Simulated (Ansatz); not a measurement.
**C3H7Br (1-bromopropane): Sx+PW92c(a = 0.25)/aug-pcseg-1 (exact exchange 0.25, vv10 b 11.95, vv10 c 0.0089)**

What is the energy difference between two shapes of C3H7Br (1-bromopropane) at Sx+PW92c(a = 0.25)/aug-pcseg-1 (exact exchange 0.25, vv10 b 11.95, vv10 c 0.0089)? 

The calculation is run with Ansatz 0.2.0.

4 further runs of the same task are left out: 1 that didn't finish, 3 set aside as unsound or not needed.

## (1) The system as given

C3H7Br has 11 atoms, charge 0, and is taken as a singlet. As SMILES, `CCCBr`. The shape is that of a PBE0-D4/def2-TZVP optimisation. This is one conformer, not always the lowest.

Bond lengths: C1–C2 1.517 Å, C2–C3 1.510 Å, C3–Br4 1.953 Å, C1–H5 1.092 Å, C1–H6 1.092 Å, C1–H7 1.093 Å, C2–H8 1.094 Å, C2–H9 1.098 Å, C3–H10 1.089 Å, C3–H11 1.088 Å. Some angles: C1–C2–C3 114.2°, C2–C3–Br4 112.5°, C1–C2–H8 110.4°, C1–C2–H9 109.7°, C3–C2–H8 109.3°, C3–C2–H9 106.4°, C2–C1–H5 111.0°, C2–C1–H6 110.9°, C2–C1–H7 111.1°, C2–C3–H10 112.1°.

## (2) Energy and forces at Sx+PW92c(a = 0.25)/aug-pcseg-1 (exact exchange 0.25, vv10 b 11.95, vv10 c 0.0089)

job.yaml reads:

```yaml
crystal:
  periodic: [false, false, false]
  atoms:
    - {symbol: C, position_ang: [-0.555400, 1.176300, 0.174600]}
    - {symbol: C, position_ang: [-0.232700, -0.258200, 0.548300]}
    - {symbol: C, position_ang: [0.751200, -0.933400, -0.376500]}
    - {symbol: Br, position_ang: [0.042600, -1.165200, -2.181600]}
    - {symbol: H, position_ang: [-1.020500, 1.228900, -0.811600]}
    - {symbol: H, position_ang: [-1.242800, 1.621500, 0.896400]}
    - {symbol: H, position_ang: [0.349400, 1.789900, 0.151000]}
    - {symbol: H, position_ang: [-1.148000, -0.854800, 0.598800]}
    - {symbol: H, position_ang: [0.212600, -0.288200, 1.551000]}
    - {symbol: H, position_ang: [1.664500, -0.352300, -0.499500]}
    - {symbol: H, position_ang: [1.004600, -1.937400, -0.042700]}
basis:
  gaussian:
    orbitals: aug-pcseg-1.json
hamiltonian:
  xc:
    text: |
      parameter a = 0.25
      exchange = (1 - a)*slater_x + a*exact_x
      correlation = pw_c + vv10(11.95, 0.0089)
  pseudopotentials: {relativity: none}
output: {forces: true, orbitals: {seedname: orbitals}}
```

The basis set aug-pcseg-1 is read from a file made from the Basis Set Exchange's data (not shown).

The run is started by

```sh
$ ansatz run job.yaml --threads 1 --pin off --max-ram 2610MiB --events-out events.jsonl --progress --plain --runs-dir runs
```

Log, shortened:

```text
Warning: RAYON_NUM_THREADS=1 ignored (pool sized by the plan → 1); use --threads N
Functional definition: unnamed
[...]
1505 factors; their error is unknown
[...]
mean field -73179.14143172 eV, -2689.2838450119 hartree, gradient 1.4e-5 eV, S^2 0.000000; 0 other end points of the search recorded, 0 dependent functions left out
[...]
reference -73179.14149221 eV, -2689.2838472352 hartree; 30, 30 occupied and 138, 138 virtual orbitals, 1505 factors
Total energy: -73179.14149221 eV, -2689.2838472352 hartree
Atom 0 at    -0.555400     1.176300     0.174600 Å, force     0.091489    -0.415636     0.116046 eV/Å
Atom 1 at    -0.232700    -0.258200     0.548300 Å, force     0.193223     0.217759    -0.406631 eV/Å
Atom 2 at     0.751200    -0.933400    -0.376500 Å, force    -0.360685     0.181562     0.173977 eV/Å
Atom 3 at     0.042600    -1.165200    -2.181600 Å, force    -0.017172     0.046759     0.051428 eV/Å
Atom 4 at    -1.020500     1.228900    -0.811600 Å, force    -0.081741    -0.014794    -0.209045 eV/Å
Atom 5 at    -1.242800     1.621500     0.896400 Å, force    -0.117091     0.075196     0.123148 eV/Å
Atom 6 at     0.349400     1.789900     0.151000 Å, force     0.168632     0.102428    -0.006849 eV/Å
Atom 7 at    -1.148000    -0.854800     0.598800 Å, force    -0.159102    -0.109282     0.000308 eV/Å
Atom 8 at     0.212600    -0.288200     1.551000 Å, force     0.080466    -0.015304     0.154690 eV/Å
Atom 9 at     1.664500    -0.352300    -0.499500 Å, force     0.168032     0.128167    -0.045831 eV/Å
Atom 10 at     1.004600    -1.937400    -0.042700 Å, force     0.033948    -0.196855     0.048758 eV/Å
Dipole moment:     0.111314     0.090774     0.448241 e Å
```

It took 18 s on 1 thread of Arm Neoverse V1, shared host; peak memory 0.45 GiB.

## (3) The distorted shape at the same level

job.yaml reads:

```yaml
crystal:
  periodic: [false, false, false]
  atoms:
    - {symbol: C, position_ang: [-0.593503, 1.193048, 0.173680]}
    - {symbol: C, position_ang: [-0.212005, -0.302274, 0.551499]}
    - {symbol: C, position_ang: [0.742074, -0.931029, -0.336517]}
    - {symbol: Br, position_ang: [0.008364, -1.146567, -2.174791]}
    - {symbol: H, position_ang: [-1.042358, 1.205144, -0.804504]}
    - {symbol: H, position_ang: [-1.229629, 1.644370, 0.906773]}
    - {symbol: H, position_ang: [0.346593, 1.778726, 0.146597]}
    - {symbol: H, position_ang: [-1.163170, -0.845815, 0.604952]}
    - {symbol: H, position_ang: [0.192593, -0.303283, 1.556202]}
    - {symbol: H, position_ang: [1.670293, -0.355001, -0.527437]}
    - {symbol: H, position_ang: [1.001888, -1.951948, -0.008339]}
basis:
  gaussian:
    orbitals: aug-pcseg-1.json
hamiltonian:
  xc:
    text: |
      parameter a = 0.25
      exchange = (1 - a)*slater_x + a*exact_x
      correlation = pw_c + vv10(11.95, 0.0089)
  pseudopotentials: {relativity: none}
output: {forces: true, orbitals: {seedname: orbitals}}
```

The basis set aug-pcseg-1 is read from a file made from the Basis Set Exchange's data (not shown).

The run is started by

```sh
$ ansatz run job.yaml --threads 1 --pin off --max-ram 2610MiB --events-out events.jsonl --progress --plain --runs-dir runs
```

Log, shortened:

```text
Warning: RAYON_NUM_THREADS=1 ignored (pool sized by the plan → 1); use --threads N
[... 1 set-up line as earlier in the session ...]
[...]
1505 factors; their error is unknown
[...]
mean field -73178.96427093 eV, -2689.2773344732 hartree, gradient 1.4e-5 eV, S^2 0.000000; 0 other end points of the search recorded, 0 dependent functions left out
[...]
reference -73178.96433299 eV, -2689.2773367537 hartree; 30, 30 occupied and 138, 138 virtual orbitals, 1505 factors
Total energy: -73178.96433299 eV, -2689.2773367537 hartree
Atom 0 at    -0.593503     1.193048     0.173680 Å, force     2.067178    -1.814111     0.355585 eV/Å
Atom 1 at    -0.212005    -0.302274     0.551499 Å, force    -1.966841     2.631865     0.109997 eV/Å
Atom 2 at     0.742074    -0.931029    -0.336517 Å, force     1.100885    -0.806054    -1.306606 eV/Å
Atom 3 at     0.008364    -1.146567    -2.174791 Å, force     0.106942    -0.027209     0.382783 eV/Å
Atom 4 at    -1.042358     1.205144    -0.804504 Å, force    -0.361101     0.111540    -0.600730 eV/Å
Atom 5 at    -1.229629     1.644370     0.906773 Å, force    -0.666088     0.224221     0.584515 eV/Å
Atom 6 at     0.346593     1.778726     0.146597 Å, force    -0.280141    -0.021233    -0.121815 eV/Å
Atom 7 at    -1.163170    -0.845815     0.604952 Å, force     0.087697    -0.350515    -0.050579 eV/Å
Atom 8 at     0.192593    -0.303283     1.556202 Å, force     0.328431    -0.030679     0.588385 eV/Å
Atom 9 at     1.670293    -0.355001    -0.527437 Å, force    -0.388050    -0.150044     0.285166 eV/Å
Atom 10 at     1.001888    -1.951948    -0.008339 Å, force    -0.028912     0.232218    -0.226701 eV/Å
Dipole moment:     0.119582     0.087073     0.475296 e Å
```

Wall time 18 s (1 thread of Arm Neoverse V1, shared host); peak memory 0.45 GiB.

## (4) What came out

Level: Sx+PW92c(a = 0.25)/aug-pcseg-1 (exact exchange 0.25, vv10 b 11.95, vv10 c 0.0089).

```
                                 quantity           value
                first shape: total energy  -2689.28385 Eh
               first shape: dipole moment          2.26 D
                 first shape: HOMO energy        -7.97 eV
                 first shape: LUMO energy        -0.37 eV
               first shape: HOMO–LUMO gap         7.60 eV
    first shape: largest force on an atom      0.500 eV/Å
            distorted shape: total energy  -2689.27734 Eh
           distorted shape: dipole moment          2.39 D
             distorted shape: HOMO energy        -7.95 eV
             distorted shape: LUMO energy        -0.54 eV
           distorted shape: HOMO–LUMO gap         7.41 eV
distorted shape: largest force on an atom      3.287 eV/Å
   energy change with the atoms displaced        0.177 eV
```

With the atoms displaced the energy rises by 0.18 eV (4.1 kcal/mol). The first shape isn't relaxed at this level, so the change isn't measured from a minimum. The largest force (first shape) is 0.50 eV/Å: the shape isn't a stationary point for this species at this level. Mulliken charges (first shape) run from -0.65 on C1 to +0.34 on H11; in a basis this large or diffuse they mean little. Mulliken charges (distorted shape) run from -0.63 on C1 to +0.35 on H10; in a basis this large or diffuse they mean little.
